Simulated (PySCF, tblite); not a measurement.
**C₆H₁₇PSi: infrared bands and NMR shifts**

Wanted: the infrared bands and NMR shifts of C₆H₁₇PSi (`CCCCP([SiH3])CC`), by calculation.

Programs: tblite 0.8.0 and PySCF 2.14.0, with density-fitted response routines of our own. Each step states its level of theory. These are calculated values for one molecule in the gas phase, unless marked as measured. Atoms count from 0, in the outputs and in this text.

## Step 1: The molecule as given

25 atoms, charge 0, multiplicity 1; geometry from: GFN2-xTB.

Bonds of the start (Å): C0–C1 1.52, C1–C2 1.52, C2–C3 1.53, C3–P4 1.87, P4–Si5 2.24, P4–C6 1.87, C6–C7 1.52, C0–H8 1.09, C0–H9 1.09, C0–H10 1.09, C1–H11 1.09, C1–H12 1.09, C2–H13 1.09, C2–H14 1.09, C3–H15 1.09, C3–H16 1.09, Si5–H17 1.46, Si5–H18 1.46, Si5–H19 1.47, C6–H20 1.09, C6–H21 1.10, C7–H22 1.09, C7–H23 1.09, C7–H24 1.09.

## Step 2: Harmonic vibrations with GFN2-xTB

What the job is given:

```
{"job": {"kind": "ir", "xc": "GFN2-xTB", "basis": "xTB"}, "charge": 0, "multiplicity": 1}
C      3.555775     0.619408    -0.015773
C      2.339693    -0.285893    -0.159404
C      1.306224    -0.030958     0.932233
C      0.062040    -0.899895     0.768111
P     -0.794540    -0.673709    -0.875979
Si    -2.656549    -1.839834    -0.458932
C     -1.415176     1.080326    -0.747189
C     -2.151579     1.484560     0.522390
H      3.260537     1.666004    -0.057704
H      4.268995     0.433183    -0.815252
H      4.052811     0.442822     0.936337
H      1.866420    -0.117571    -1.131261
H      2.652210    -1.332027    -0.121611
H      1.021120     1.024167     0.915328
H      1.750488    -0.234341     1.911646
H     -0.638381    -0.712311     1.586758
H      0.343856    -1.956765     0.808191
H     -2.321877    -3.236970    -0.731036
H     -3.688988    -1.372625    -1.385030
H     -3.194267    -1.763430     0.906085
H     -2.068059     1.213254    -1.615590
H     -0.548451     1.731860    -0.899981
H     -2.477587     2.520940     0.441402
H     -3.028724     0.860010     0.679362
H     -1.506924     1.403941     1.394726
```

**Question.** This job is followed by: GIAO PBE0/pcSseg-1 NMR shielding, non-relativistic, gas phase. What will the session give for the following? strongest single infrared mode (GFN2-xTB); zero-point energy (GFN2-xTB); 13C shifts against TMS (PBE0/pcSseg-1); 1H shifts against TMS (PBE0/pcSseg-1, means over atoms taken as alike); 31P shifts against H3PO4 (PBE0/pcSseg-1); 29Si shifts against TMS (PBE0/pcSseg-1).

**Answer**, as computed:

```
                                                              quantity                                         value
                             strongest single infrared mode (GFN2-xTB)                          758 cm⁻¹, 472 km/mol
                                          zero-point energy (GFN2-xTB)                                132.6 kcal/mol
                                13C shifts against TMS (PBE0/pcSseg-1)        31.1, 26.1, 23.1, 16.9, 15.4, 12.0 ppm
1H shifts against TMS (PBE0/pcSseg-1, means over atoms taken as alike)  3.88, 1.83, 1.61, 1.57, 1.46, 1.13, 1.04 ppm
                              31P shifts against H3PO4 (PBE0/pcSseg-1)                                    -129.4 ppm
                               29Si shifts against TMS (PBE0/pcSseg-1)                                     -78.9 ppm
```

What this shows: All 69 modes are real, so the xTB geometry is a minimum. The strongest single mode, at 758 cm⁻¹, is carried by H18, H17, H19. Unscaled tight-binding wavenumbers are off by several per cent, some by more. Its intensities can rank the bands wrongly. At PBE0/pcSseg-1: The largest span, 144 ppm, is at P4, where the paramagnetic term is -522 ppm.
